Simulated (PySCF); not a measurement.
# AlH5O2SSi ((OH)2Al-S-SiH3): the cost of one run

Programs: PySCF 2.14.0, with routines of our own; each step states its level. All values are computed. Atoms count from 0.

## 1. The starting structure

10 atoms, charge 0, multiplicity 1; geometry from: GFN2-xTB.

## 2. Magnetic properties: GIAO KT3/def2-SVP

What the job is given:

```
{"job": {"kind": "mag", "xc": "KT3", "basis": "def2-SVP"}, "charge": 0, "multiplicity": 1}
Al    -0.753860     0.442160     0.989350
O     -1.940980     0.702720     2.095180
O      0.679600     1.254670     0.914570
S     -1.022100    -1.101080    -0.547920
Si     0.843100    -0.950920    -1.614460
H     -2.756110     0.622860     2.566460
H      1.332200     1.891220     1.167380
H      0.654720    -1.954460    -2.653440
H      1.005490     0.384220    -2.181170
H      1.957960    -1.291390    -0.735950
```

Level: GIAO KT3/def2-SVP magnetisability, rotational g tensor and spin-rotation constants, non-relativistic, gas phase.

Started as:

```
OMP_NUM_THREADS=1 python excited_run.py task.json out
```

One launch serves the whole session: the jobs run in the order shown.

**Question.** How long does this run take on 1 thread of Arm Neoverse V2, shared host?

About 9.4 s.
